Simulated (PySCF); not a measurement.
**Towards the basis-set limit for GeO**

An exercise on one series of results from a longer session: the logs are not shown, and one member is left open.

Program: PySCF 2.14.0. Level of theory: CCSD(T) on RHF, scalar-relativistic core potentials. These are calculated values, not measurements.

The first run:

```yaml
molecule: GeO
state: singlet, unpaired electrons none
smaller_basis: Ge cc-pwCVDZ-PP with ECP10, O aug-cc-pVDZ
larger_basis: Ge cc-pwCVTZ-PP with ECP10, O aug-cc-pVTZ
frozen_core_orbitals: 5
extrapolation: correlation as n⁻³ (n = 2, 3), Hartree–Fock as (n+1)·exp(−9√n)
corrections: core–valence correlation
distances_Å: 1.4316, 1.4967, 1.5618, 1.6268, 1.6919, 1.7732, 1.8546
masses_u: 73.9212, 15.9949
dissociation_limit: Ge + O
```

Launch:

```sh
> OMP_NUM_THREADS=4 python comp.py task.json out
```

Steps of the session up to this table: Coupled cluster at each distance.

One table of the session follows, with a row left open; its other results are not shown here.

```
                 level  Re (Å)  ωe (cm⁻¹)  ωexe (cm⁻¹)  αe (cm⁻¹)  De (eV)
CCSD(T), smaller basis       ?          ?            ?          ?        ?
 CCSD(T), larger basis  1.6270      980.9         4.35    0.00304    6.819
                HF/CBS  1.5862     1137.9         3.72    0.00255    3.201
               MP2/CBS  1.6317      957.5         3.87    0.00306    7.541
              CCSD/CBS  1.6099     1042.2         3.83    0.00277    6.468
           CCSD(T)/CBS  1.6244      987.2         4.34    0.00303    6.935
        CCSD(T)/CBS+CV  1.6238      987.8         4.35    0.00304    6.946
```

Estimate the missing values for CCSD(T), smaller basis.

The run gave: Re (Å): 1.6387; ωe (cm⁻¹): 947.1; ωexe (cm⁻¹): 4.39; αe (cm⁻¹): 0.00316; De (eV): 6.485. In the column «Re (Å)» it is the highest.

An extrapolation from double and triple zeta is rough, so this isn't yet the limit.
